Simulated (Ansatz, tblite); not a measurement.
# Cu(PH3)(NH2) (CuH₅NP): spin states and exact exchange

Aim: set other spin states of Cu(PH3)(NH2) (CuH₅NP) against its singlet, on many levels of theory.

Method: as each input shows; program: Ansatz 0.2.0, Gaussian basis.

Plan: triplet, at the geometry of the singlet (GFN1-xTB, GFN2-xTB, PBE0-D4/def2-TZVP, PBE-D4/def2-TZVP, r2SCAN-D4/def2-TZVP); the singlet's energies come from earlier runs.

## Step 1: The relaxed structure

The geometry is that of the singlet, from an earlier relaxation (PBE-D4/def2-TZVP).

8 atoms, charge 0, spin multiplicity 1.

Bond lengths: Cu1–P2 2.139 Å, Cu1–N6 1.826 Å, P2–H3 1.423 Å, P2–H4 1.427 Å, P2–H5 1.423 Å, N6–H7 1.023 Å, N6–H8 1.023 Å. Angles: P2–Cu1–N6 176.7°, Cu1–P2–H3 118.4°, Cu1–P2–H4 123.4°, Cu1–P2–H5 118.7°, H3–P2–H4 96.9°, H3–P2–H5 97.1°, H4–P2–H5 96.8°, Cu1–N6–H7 114.8°, Cu1–N6–H8 114.9°, H7–N6–H8 106.1°.

Geometry (Å):

```
Cu    0.0069    0.0967   -0.5378
P     0.0011    0.0208    1.6003
H    -1.1196   -0.5645    2.2529
H     0.0949    1.1790    2.4287
H     1.0062   -0.7406    2.2597
N     0.0090    0.2679   -2.3554
H     0.8177   -0.1464   -2.8245
H    -0.8163   -0.1130   -2.8240
```

Formally the metal is d10. No spin-orbit coupling is included.

## Step 2: Triplet at the fixed geometry, GFN1-xTB

Tight binding, by tblite at 300 K electronic temperature and without a spin-polarisation term:

```python
tblite.interface.Calculator('GFN1-xTB', numbers, positions, charge=0, uhf=2).singlepoint()
```

Energy -350.1973 eV; 0.006 s.

## Step 3: Triplet at the fixed geometry, GFN2-xTB

Tight binding, by tblite at 300 K electronic temperature and without a spin-polarisation term:

```python
tblite.interface.Calculator('GFN2-xTB', numbers, positions, charge=0, uhf=2).singlepoint()
```

Energy -318.6552 eV; 0.009 s.

## Step 4: Triplet at the fixed geometry, PBE0-D4/def2-TZVP

in.yaml reads:

```yaml
crystal:
  periodic: [false, false, false]
  atoms:
    - {symbol: Cu, position_ang: [0.006921, 0.096748, -0.537763]}
    - {symbol: P, position_ang: [0.001095, 0.020777, 1.600321]}
    - {symbol: H, position_ang: [-1.119633, -0.564529, 2.252903]}
    - {symbol: H, position_ang: [0.094939, 1.179042, 2.428720]}
    - {symbol: H, position_ang: [1.006174, -0.740623, 2.259726]}
    - {symbol: N, position_ang: [0.009020, 0.267909, -2.355388]}
    - {symbol: H, position_ang: [0.817739, -0.146350, -2.824545]}
    - {symbol: H, position_ang: [-0.816265, -0.112983, -2.823974]}
basis:
  gaussian: {orbitals: def2-TZVP}
magnetization: {spin_polarized: true, initial_magnetization: 2}
hamiltonian: {xc: pbe0, dispersion: d4}
scf: {omitted_lower_state_checks: [starts]}
output: {orbitals: {seedname: orbitals}}
```

On the command line:

```sh
ansatz run in.yaml --threads 4 --pin off --events-out ev --progress --plain --max-ram 3916MiB
```

The program printed:

```text
Functional definition: PBE0
  name "PBE0"
  cite "Adamo & Barone, J. Chem. Phys. 110, 6158 (1999) doi:10.1063/1.478522"
  cite "Perdew, Burke & Ernzerhof, Phys. Rev. Lett. 77, 3865 (1996) doi:10.1103/PhysRevLett.77.3865"
  parent pbe
  parameter a = 0.25
  parameter kappa = 0.804
  parameter beta = 0.06672455060314922
  exchange = (1 - a)*pbe_x(kappa = kappa, mu = beta*pi^2/3) + a*exact_x
  correlation = pbe_c(beta = beta)
these checks for a lower state are left out or cut short: starts
1199 factors; their error is unknown
mean field evaluation 1: about -55477.1896 eV, gradient 4.6e1 eV
mean field evaluation 2: about -55420.9642 eV, gradient 9.6e1 eV
mean field evaluation 4: about -55485.0224 eV, gradient 2.8e1 eV
mean field evaluation 8: about -55486.6139 eV, gradient 8.4e-1 eV
mean field evaluation 16: about -55486.6888 eV, gradient 2.4e-2 eV
mean field evaluation 32: about -55486.6889 eV, gradient 6.8e-4 eV
mean field -55486.68889687 eV, -2039.0982067315 hartree, gradient 3.2e-6 eV, S^2 2.010516; 0 other end points of the search recorded, 0 dependent functions left out
reference -55486.68894313 eV, -2039.0982084316 hartree; 29, 27 occupied and 114, 116 virtual orbitals, 1199 factors
Total energy: -55486.80592490 eV, -2039.1025074321 hartree
Checks for a lower state left out: starts
```

It took 14 s on 4 threads of Arm Neoverse N1, shared host; peak memory 0.68 GiB.

Report: HOMO -1.97 eV, LUMO -4.28 eV (over both spins; with the spin held, an empty level of the minority spin lies below the top filled one); ⟨S²⟩ 2.011 (pure: 2.00).

## Step 5: Triplet at the fixed geometry, PBE-D4/def2-TZVP

start.molden holds the orbitals of an earlier run on this state, given as this run's starting guess.

in.yaml: that of step 4 with these lines changed.

```diff
@@ -12,5 +12,5 @@
 basis:
-  gaussian: {orbitals: def2-TZVP}
+  gaussian: {orbitals: def2-TZVP, initial_orbitals: start.molden}
 magnetization: {spin_polarized: true, initial_magnetization: 2}
-hamiltonian: {xc: pbe0, dispersion: d4}
+hamiltonian: {xc: pbe, dispersion: d4}
 scf: {omitted_lower_state_checks: [starts]}
```

The command is unchanged.

The program printed:

```text
Functional definition: PBE
  name "PBE"
  cite "Perdew, Burke & Ernzerhof, Phys. Rev. Lett. 77, 3865 (1996) doi:10.1103/PhysRevLett.77.3865"
  parent pbe
  parameter kappa = 0.804
  parameter beta = 0.06672455060314922
  exchange = pbe_x(kappa = kappa, mu = beta*pi^2/3)
  correlation = pbe_c(beta = beta)
these checks for a lower state are left out or cut short: starts
1098 factors; their error is unknown
mean field evaluation 1: about -55486.0688 eV, gradient 7.8e0 eV
mean field evaluation 2: about -55486.2263 eV, gradient 2.8e-1 eV
mean field evaluation 4: about -55486.1907 eV, gradient 8.0e-2 eV
mean field evaluation 8: about -55486.1908 eV, gradient 4.7e-5 eV
mean field -55486.19079636 eV, -2039.0799018751 hartree, gradient 3.3e-6 eV, S^2 2.004689; 0 other end points of the search recorded, 0 dependent functions left out
reference -55486.19085745 eV, -2039.0799041203 hartree; 29, 27 occupied and 114, 116 virtual orbitals, 1098 factors
Total energy: -55486.32920949 eV, -2039.0849884641 hartree
Checks for a lower state left out: starts
```

Run time: 7.5 s. Hardware: 4 threads of Arm Neoverse N1, shared host.

HOMO -1.49 eV, LUMO -5.60 eV (over both spins; with the spin held, an empty level of the minority spin lies below the top filled one); ⟨S²⟩ 2.005 (pure: 2.00).

## Step 6: Triplet at the fixed geometry, r2SCAN-D4/def2-TZVP

in.yaml: that of step 5 with these lines changed.

```diff
@@ -14,3 +14,3 @@
 magnetization: {spin_polarized: true, initial_magnetization: 2}
-hamiltonian: {xc: pbe, dispersion: d4}
+hamiltonian: {xc: r2scan, dispersion: d4}
 scf: {omitted_lower_state_checks: [starts]}
```

Launched as before.

The program printed:

```text
Functional definition: r2SCAN
  name "r2SCAN"
  cite "Furness, Kaplan, Ning, Perdew & Sun, J. Phys. Chem. Lett. 11, 8208 (2020) doi:10.1021/acs.jpclett.0c02405"
  cite "Furness, Kaplan, Ning, Perdew & Sun, J. Phys. Chem. Lett. 11, 9248 (2020) doi:10.1021/acs.jpclett.0c03077"
  parent r2scan
  parameter k0 = 0.174
  parameter k1 = 0.065
  parameter a1 = 4.9479
  exchange = r2scan_x(k0 = k0, k1 = k1, a1 = a1)
  correlation = r2scan_c
these checks for a lower state are left out or cut short: starts
1098 factors; their error is unknown
mean field evaluation 1: about -55497.1066 eV, gradient 5.2e0 eV
mean field evaluation 2: about -55497.1720 eV, gradient 1.5e-1 eV
mean field evaluation 4: about -55497.1352 eV, gradient 2.1e-2 eV
mean field evaluation 8: about -55497.1352 eV, gradient 2.2e-5 eV
mean field -55497.13518509 eV, -2039.4821007428 hartree, gradient 7.9e-6 eV, S^2 2.010691; 0 other end points of the search recorded, 0 dependent functions left out
reference -55497.13521152 eV, -2039.4821017142 hartree; 29, 27 occupied and 114, 116 virtual orbitals, 1098 factors
Total energy: -55497.16797123 eV, -2039.4833056111 hartree
Checks for a lower state left out: starts
```

Run time: 18 s. Hardware: 4 threads of Arm Neoverse N1, shared host.

HOMO -1.45 eV, LUMO -5.20 eV (over both spins; with the spin held, an empty level of the minority spin lies below the top filled one); ⟨S²⟩ 2.011 (pure: 2.00).

## Step 7: Triplet less singlet, vertical

The singlet's energies are those of its earlier runs, whose logs aren't repeated here.

```
              level  triplet less singlet, vertical (kJ/mol)     time
           GFN1-xTB                                   +384.3  0.012 s
           GFN2-xTB                                   +358.4  0.014 s
   PBE-D4/def2-TZVP                                   +353.2    9.1 s
r2SCAN-D4/def2-TZVP                                   +348.5     22 s
  PBE0-D4/def2-TZVP                                   +360.2     16 s
```

Times add the two runs; a level without a time comes out of a correlated run. Tight binding without a spin term can't rank spin states.

## Step 8: What came out

```
                                                quantity                                          value
triplet less singlet, vertical, functionals in def2-TZVP  +348.5 (r2SCAN-D4) to +360.2 kJ/mol (PBE0-D4)
```

All functionals put the triplet above the singlet, over a spread of 11.8 kJ/mol. The checks for a lower triplet were left out, so another state of that spin may lie lower. The singlet here is a closed shell; an open-shell singlet can lie lower. These are electronic energies, without zero-point motion, entropy or surroundings.
